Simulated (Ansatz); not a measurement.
# Al7C: the cost of one run

Computed with Ansatz 0.2.0 (DFT PBE, scalar-relativistic, plane waves, PAW, unless a step's input says otherwise).

### Step 1. The system as given

Symmetry: Fm-3m, No. 225, cubic system. Conventional cell: a = 7.904 Å, b = 7.904 Å, c = 7.904 Å, α = 90.00°, β = 90.00°, γ = 90.00°. Al (site symmetry 4mm) is surrounded by 1 C at 1.77 Å. Al (site symmetry m-3m) is surrounded by 6 Al at 2.19 Å. Around C (site symmetry m-3m) lie 6 Al at 1.77 Å.

Structure file:

```cif
data_structure
_symmetry_space_group_name_H-M 'P 1'
_symmetry_Int_Tables_number 1
_cell_length_a 5.5889
_cell_length_b 5.5889
_cell_length_c 5.5889
_cell_angle_alpha 60.000
_cell_angle_beta 60.000
_cell_angle_gamma 60.000
_cell_volume 123.44
loop_
_atom_site_label
_atom_site_type_symbol
_atom_site_fract_x
_atom_site_fract_y
_atom_site_fract_z
_atom_site_occupancy
Al1 Al 0.22337 0.77663 0.77663 1
Al2 Al 0.77663 0.22337 0.22337 1
Al3 Al 0.77663 0.22337 0.77663 1
Al4 Al 0.22337 0.77663 0.22337 1
Al5 Al 0.77663 0.77663 0.22337 1
Al6 Al 0.22337 0.22337 0.77663 1
Al7 Al 0.50000 0.50000 0.50000 1
C1 C 0.00000 0.00000 0.00000 1
```

A structure generator made this guess: random cell by space group and Wyckoff sites (Fm-3m, No. 225). The dimensions are guesses.

### Step 2. The guess as it stands, on a coarse mesh

input.yaml

```yaml
crystal:
  lattice:
    - [0.0, 3.95197389, 3.95197389]
    - [3.95197389, 0.0, 3.95197389]
    - [3.95197389, 3.95197389, 0.0]
  atoms:
    - { symbol: Al, position: [0.2233681, 0.7766319, 0.7766319] }
    - { symbol: Al, position: [0.7766319, 0.2233681, 0.2233681] }
    - { symbol: Al, position: [0.7766319, 0.2233681, 0.7766319] }
    - { symbol: Al, position: [0.2233681, 0.7766319, 0.2233681] }
    - { symbol: Al, position: [0.7766319, 0.7766319, 0.2233681] }
    - { symbol: Al, position: [0.2233681, 0.2233681, 0.7766319] }
    - { symbol: Al, position: [0.5, 0.5, 0.5] }
    - { symbol: C, position: [0.0, 0.0, 0.0] }
basis:
  ecutwfc: 420
kpoints:
  mp_grid: { grid: [4, 4, 4] }
hamiltonian:
  xc: pbe
scf:
  occupations: { method: gaussian, width: 0.1 }
  lower_state_search: "off"
output:
  forces: true
  stress: true
  eigenvalues: true
```

The run is started by

```bash
> ansatz run input.yaml --threads 1 --pin off --max-ram 2048MiB --backend cpu --events-out ev --progress --plain --runs-dir out
```

Q: Estimate wall time and peak memory on 1 thread of Arm Neoverse V2, shared host.

About 1.2 s, with a peak of 0.33 GiB.
